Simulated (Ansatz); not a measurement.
# YZn: relaxation and properties

An exercise on one series of results from a longer session: the logs are not shown, and one member is left open.

Program: Ansatz 0.2.0. Level of theory: DFT r2SCAN, scalar-relativistic, plane waves, PAW. These are calculated values, not measurements.

**The starting structure**

The structure is cubic, space group Pm-3m (No. 221). The conventional cell has a = 3.560 Å, b = 3.560 Å, c = 3.560 Å, α = 90.00°, β = 90.00°, γ = 90.00°. Y (site symmetry m-3m) has 8 Zn at 3.08 Å as nearest neighbours. Zn (site symmetry m-3m) has 8 Y at 3.08 Å as nearest neighbours.

Structure file:

```cif
data_structure
_symmetry_space_group_name_H-M 'P 1'
_symmetry_Int_Tables_number 1
_cell_length_a 3.5600
_cell_length_b 3.5600
_cell_length_c 3.5600
_cell_angle_alpha 90.000
_cell_angle_beta 90.000
_cell_angle_gamma 90.000
_cell_volume 45.12
loop_
_atom_site_label
_atom_site_type_symbol
_atom_site_fract_x
_atom_site_fract_y
_atom_site_fract_z
_atom_site_occupancy
Y1 Y 0.00000 0.00000 0.00000 1
Zn1 Zn 0.50000 0.50000 0.50000 1
```

Source of the structure: the Crystallography Open Database.

The first run:

(A quick probe on a coarse mesh, which set the mesh and smearing, is not shown.)

Contents of input.yaml:

```yaml
crystal:
  lattice:
    - [3.56, 0.0, 0.0]
    - [0.0, 3.56, 0.0]
    - [0.0, 0.0, 3.56]
  atoms:
    - { symbol: "Y", position: [0.0, 0.0, 0.0] }
    - { symbol: Zn, position: [0.5, 0.5, 0.5] }
basis:
  ecutwfc: 500
kpoints:
  mp_grid: { grid: [12, 12, 12] }
hamiltonian:
  xc: r2scan
scf:
  occupations: { method: gaussian, width: 0.1 }
output:
  forces: true
  stress: true
  eigenvalues: true
relax:
  adjacent_minimum: "off"
  f_tol: 0.005
  max_steps: 80
  cell: { stress_tol: 0.05 }
```

Launch:

```sh
> ansatz run input.yaml --threads 1 --pin off --max-ram 2560MiB --backend cpu --events-out ev --progress --plain --runs-dir out
```

Steps of the session up to this table: Full relaxation; Electronic structure at the relaxed geometry; The cell scaled to 0.97 of its volume; Point at V/V0 = 1.03; Volume × 0.94; Volume × 1.06.

One table of the session follows, with a row left open; its other results are not shown here.

It belongs to the step «Fit of the equation of state». 

| volume (Å³/atom) | energy above the lowest point (meV/atom) | pressure (GPa) |
| --- | --- | --- |
| 21.287 | 18.6 | 4.59 |
| 21.967 | ? | ? |
| 22.646 | 0.0 | 0.00 |
| 23.326 | 4.0 | -1.83 |
| 24.005 | 15.3 | -3.40 |

**Question.** Estimate the row for volume (Å³/atom) = 21.967.

Worked estimate for «energy above the lowest point (meV/atom)». A straight line through the neighbours (21.287, 18.6) and (22.646, 0.0) gives 18.6 + (0.0 − 18.6) × (21.967 − 21.287) / (22.646 − 21.287) = 9.3; a parabola fitted to 3 rows on both sides gives 4.9.

As computed: energy above the lowest point (meV/atom): 4.4; pressure (GPa): 2.13. In «energy above the lowest point (meV/atom)» the line misses by +4.9 and the parabola by +0.5.

Caveats from the session: The projections leave out shells that the potentials don't hold, such as empty d states.
